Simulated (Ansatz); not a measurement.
# C3H6AlB: the cost of one run

Method: RHF/6-31G*, in Ansatz 0.2.0.

## 1. The system as given

Bond lengths: C1–C2 1.478 Å, C2–C3 1.196 Å, C3–B4 1.593 Å, B4–Al5 2.061 Å, C1–H6 1.047 Å, C1–H7 1.137 Å, C1–H8 1.076 Å, B4–H9 1.200 Å, Al5–H10 1.606 Å, Al5–H11 1.566 Å. Angles: C1–C2–C3 178.8°, C2–C1–H6 110.8°, C2–C1–H7 104.9°, C2–C1–H8 107.6°, H6–C1–H7 109.2°, H6–C1–H8 114.8°, H7–C1–H8 109.1°, C2–C3–B4 175.3°, C3–B4–Al5 117.3°, C3–B4–H9 118.9°, Al5–B4–H9 123.2°, B4–Al5–H10 117.1°, B4–Al5–H11 120.8°, H10–Al5–H11 122.1°.

As a file:

```xyz
11

C    -1.0511   -2.4186    0.4343
C    -0.4388   -1.0742    0.4707
C     0.0795    0.0033    0.4975
B     0.8823    1.3776    0.5565
Al    0.9871    2.4850   -1.1790
H    -0.4368   -3.0927   -0.0801
H    -2.0213   -2.2815   -0.1419
H    -1.2795   -2.6996    1.4480
H     1.2459    1.7904    1.6228
H     1.7116    3.9159   -1.0910
H     0.3865    1.9375   -2.5172
```

## 2. End point A

The input, input.yaml:

```yaml
crystal:
  periodic: [false, false, false]
  atoms:
    - { symbol: C, position_ang: [-1.0511, -2.4186, 0.4343] }
    - { symbol: C, position_ang: [-0.4388, -1.0742, 0.4707] }
    - { symbol: C, position_ang: [0.0795, 0.0033, 0.4975] }
    - { symbol: B, position_ang: [0.8823, 1.3776, 0.5565] }
    - { symbol: Al, position_ang: [0.9871, 2.485, -1.179] }
    - { symbol: H, position_ang: [-0.4368, -3.0927, -0.0801] }
    - { symbol: H, position_ang: [-2.0213, -2.2815, -0.1419] }
    - { symbol: H, position_ang: [-1.2795, -2.6996, 1.448] }
    - { symbol: H, position_ang: [1.2459, 1.7904, 1.6228] }
    - { symbol: H, position_ang: [1.7116, 3.9159, -1.091] }
    - { symbol: H, position_ang: [0.3865, 1.9375, -2.5172] }
basis:
  gaussian: { orbitals: "6-31G*" }
hamiltonian:
  xc: hf
relax:
  f_tol: 0.015
  max_steps: 40
output:
  orbitals: {}
```

Launch:

```sh
ansatz run input.yaml --threads 1 --pin off --max-ram 2048MiB --backend cpu --events-out ev --progress --plain --runs-dir out
```

Q: Estimate wall time and peak memory on 1 thread of Arm Neoverse V1, shared host.

About 21 s, with a peak of 0.17 GiB.
